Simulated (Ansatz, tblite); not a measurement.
# The cluster Li₄S₂+: one state, many levels

The task here is to estimate one member of a computed series from the others.

The runs use Ansatz 0.2.0, Gaussian basis; as each input shows.

Levels to be run: GFN1-xTB, GFN2-xTB, PBE-D4/def2-TZVP, r2SCAN-D4/def2-TZVP, HSE06-D4/def2-TZVP, BHLYP-D4/def2-TZVP, B97M-V/def2-TZVP, r2SCAN0-D4/def2-TZVP, ωB97X-V/def2-TZVP, ωB97M-V/def2-TZVP, LDA/def2-TZVP, PBE-D4/def2-SVP, PBE0-D4/def2-SVP, HF/STO-3G, HF/6-31G, B3LYP-D4/6-31G, CCSD(T)/def2-TZVPP, MP2/def2-TZVP, RPA/def2-TZVP.

1 further run of the same task is left out (set aside as unsound or not needed). Runs told in other sessions of the task aren't counted.

### The relaxed structure

The geometry is that of the doublet, from an earlier relaxation (PBE-D4/def2-TZVP). At that level it is the lowest of the isomers that a small search found.

6 atoms, charge 1, spin multiplicity 2.

Bond lengths: Li1–S5 2.185 Å, Li2–S6 2.185 Å, Li3–S5 2.285 Å, Li3–S6 2.285 Å, Li4–S5 2.285 Å, Li4–S6 2.285 Å. Angles: S5–Li3–S6 105.7°, S5–Li4–S6 105.7°, Li1–S5–Li3 142.8°, Li1–S5–Li4 142.9°, Li3–S5–Li4 74.3°, Li2–S6–Li3 143.0°, Li2–S6–Li4 142.7°, Li3–S6–Li4 74.3°.

The ion is computed in the gas phase, without counter-ions or solvent.

PBE0-D4/def2-TZVP was run before; its log isn't repeated, and its numbers join the tables.

The first run:

Tight binding, by tblite at 300 K electronic temperature and without a spin-polarisation term:

```python
tblite.interface.Calculator('GFN1-xTB', numbers, positions, charge=1, uhf=1).singlepoint()
```

Tight binding, by tblite at 300 K electronic temperature and without a spin-polarisation term:

```python
tblite.interface.Calculator('GFN2-xTB', numbers, positions, charge=1, uhf=1).singlepoint()
```

start.molden holds the orbitals of an earlier run on this state, given as this run's starting guess.

File in.yaml:

```yaml
crystal:
  periodic: [false, false, false]
  atoms:
    - {symbol: Li, position_ang: [-1.648591, 3.645003, 0.203520]}
    - {symbol: Li, position_ang: [1.647420, -3.647044, -0.174514]}
    - {symbol: Li, position_ang: [1.256510, 0.570640, -0.022279]}
    - {symbol: Li, position_ang: [-1.256090, -0.569344, 0.001351]}
    - {symbol: S, position_ang: [-0.750411, 1.657087, 0.083073]}
    - {symbol: S, position_ang: [0.751152, -1.656352, -0.091150]}
basis:
  gaussian: {orbitals: def2-TZVP, initial_orbitals: start.molden}
total_charge: 1
magnetization: {spin_polarized: true, initial_magnetization: 1}
hamiltonian: {xc: pbe, dispersion: d4}
scf: {omitted_lower_state_checks: [starts]}
output: {orbitals: {seedname: orbitals}}
```

On the command line:

```bash
> ansatz run in.yaml --threads 4 --pin off --events-out ev --progress --plain --max-ram 3916MiB
```

Steps of the session up to this table: PBE-D4/def2-TZVP; r2SCAN-D4/def2-TZVP; HSE06-D4/def2-TZVP; BHLYP-D4/def2-TZVP; B97M-V/def2-TZVP; r2SCAN0-D4/def2-TZVP; ωB97X-V/def2-TZVP; ωB97M-V/def2-TZVP; LDA/def2-TZVP; PBE-D4/def2-SVP; PBE0-D4/def2-SVP; HF/STO-3G; HF/6-31G; B3LYP-D4/6-31G; CCSD(T)/def2-TZVPP; MP2/def2-TZVP; RPA/def2-TZVP.

One of the session's tables, all rows but one given; the rest of the session is left out.

It belongs to the step «Levels side by side». 

```
               level  HOMO (eV)  LUMO (eV)  gap (eV)
           HF/STO-3G          ?          ?         ?
            HF/6-31G     -10.18      -4.18      6.00
       LDA/def2-TZVP      -8.72      -8.31      0.41
     PBE-D4/def2-SVP      -8.34      -7.89      0.44
    PBE-D4/def2-TZVP      -8.45      -8.04      0.41
 r2SCAN-D4/def2-TZVP      -8.40      -7.96      0.44
    B97M-V/def2-TZVP      -8.36      -7.93      0.43
      B3LYP-D4/6-31G      -8.81      -7.60      1.22
    PBE0-D4/def2-SVP      -8.73      -7.27      1.46
   PBE0-D4/def2-TZVP      -8.84      -7.42      1.42
r2SCAN0-D4/def2-TZVP      -8.81      -7.36      1.45
  HSE06-D4/def2-TZVP      -8.49      -7.76      0.73
  BHLYP-D4/def2-TZVP      -9.11      -6.67      2.44
   ωB97X-V/def2-TZVP     -10.25      -5.92      4.33
   ωB97M-V/def2-TZVP     -10.33      -6.04      4.29
```

**Question.** Estimate the row for HF/STO-3G.

**Answer.** HOMO (eV): -8.77; LUMO (eV): -2.34; gap (eV): 6.43. In the column «HOMO (eV)» it lies between r2SCAN0-D4/def2-TZVP (-8.81) and PBE0-D4/def2-SVP (-8.73).
